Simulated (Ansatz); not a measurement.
This script drives the Ansatz DFT code, driven from Python.

The script, `geh4s2_freq.py`:
```python
# -*- coding: utf-8 -*-
import itertools

import ansatz as az
from ase.data import atomic_numbers, covalent_radii
import numpy as np

geometry_ang = [
    ("S", (-2.1338, 0.0858, -0.0612)),
    ("Ge", (0.0027, 0.4468, 0.1248)),
    ("S", (0.9798, -1.5036, 0.4248)),
    ("H", (-1.9351, -0.6937, -1.196)),
    ("H", (0.5536, 1.1016, -1.1847)),
    ("H", (0.287, 1.3909, 1.3357)),
    ("H", (2.307, -0.8958, 0.5109)),
]
geh4s2 = az.Crystal.molecule()
for symbol, xyz in geometry_ang:
    geh4s2 = geh4s2.atom(symbol, xyz)

calc = geh4s2.calculation().basis(gaussian="def2-SVP").functional("pbe", dispersion="d3bj")
symbols = [site.symbol for site in geh4s2.cartesian_sites]
start = np.array([site.position_ang for site in geh4s2.cartesian_sites], dtype=float)
data = calc.relax(force_tolerance=0.003, max_steps=100).run().report
end = np.array(data["positions_ang"])

radius = [covalent_radii[atomic_numbers[s]] for s in symbols]
span = lambda where, i, j: np.linalg.norm(where[i] - where[j])
bonded = [(i, j) for i, j in itertools.combinations(range(len(symbols)), 2) if min(span(start, i, j), span(end, i, j)) < 1.2 * (radius[i] + radius[j])]
print("pair        before    after (A)")
for i, j in bonded:
    print(f"{symbols[i]}{i}-{symbols[j]}{j}".ljust(10), f"{span(start, i, j):8.4f} {span(end, i, j):8.4f}")

minimum = az.Crystal.molecule()
for symbol, place in zip(symbols, end):
    minimum = minimum.atom(symbol, place.tolist())
vibrating = minimum.calculation()
vibrating = vibrating.basis(gaussian="def2-SVP")
vibrating = vibrating.functional("pbe", dispersion="d3bj")
vibrating = vibrating.phonons(temperatures=(200, 600, 100))
vib = vibrating.run().report["vibrations"]
sums = vib["harmonic_sums"]
modes = [m["omega_inv_cm"] for m in sums["modes_at_gamma"] if m["rigid_motion"] == "no"]
for number, w in enumerate(modes, start=1):
    print(f"mode {number:2d} {w:9.1f} 1/cm {w / 8065.544 * 1000:8.2f} meV")
print("imaginary modes:", sum(w < 0 for w in modes), " zero-point energy:", round(sums["zero_point_energy_ev"], 4), "eV")
print("T (K)   F_vib (eV)   S_vib (meV/K)   C_vib (meV/K)")
for row in zip(sums["temperatures_k"], sums["vibrational_free_energy_ev"], vib["entropy_ev_per_k"], vib["heat_capacity_ev_per_k"]):
    print(f"{row[0]:6.1f} {row[1]:11.4f} {1000 * row[2]:13.4f} {1000 * row[3]:15.4f}")
```

It is started by `python geh4s2_freq.py`. Estimate its wall time and peak memory on 1 thread of Arm Neoverse V2, with other jobs on the host.

It took about 110 s, with a peak of 0.21 GiB, for 2 runs of the engine.

Output of `python geh4s2_freq.py`:
```text
pair        before    after (A)
S0-Ge1       2.1748   2.2482
S0-H3        1.3910   1.3625
Ge1-S2       2.2020   2.2482
Ge1-H4       1.5643   1.5515
Ge1-H5       1.5615   1.5449
S2-H6        1.4623   1.3625
mode  1     104.3 1/cm    12.93 meV
mode  2     127.5 1/cm    15.81 meV
mode  3     200.7 1/cm    24.89 meV
mode  4     370.6 1/cm    45.95 meV
mode  5     397.2 1/cm    49.25 meV
mode  6     398.3 1/cm    49.39 meV
mode  7     584.6 1/cm    72.48 meV
mode  8     722.2 1/cm    89.54 meV
mode  9     743.5 1/cm    92.18 meV
mode 10     784.3 1/cm    97.24 meV
mode 11     803.5 1/cm    99.63 meV
mode 12    2067.9 1/cm   256.38 meV
mode 13    2121.0 1/cm   262.97 meV
mode 14    2619.5 1/cm   324.78 meV
mode 15    2619.8 1/cm   324.81 meV
imaginary modes: 0  zero-point energy: 0.9091 eV
T (K)   F_vib (eV)   S_vib (meV/K)   C_vib (meV/K)
 200.0      0.8809        0.3507          0.4423
 300.0      0.8349        0.5651          0.6155
 400.0      0.7685        0.7589          0.7300
 500.0      0.6839        0.9309          0.8106
 600.0      0.5830        1.0845          0.8741
```

The frequencies are harmonic and unscaled, in a modest basis.
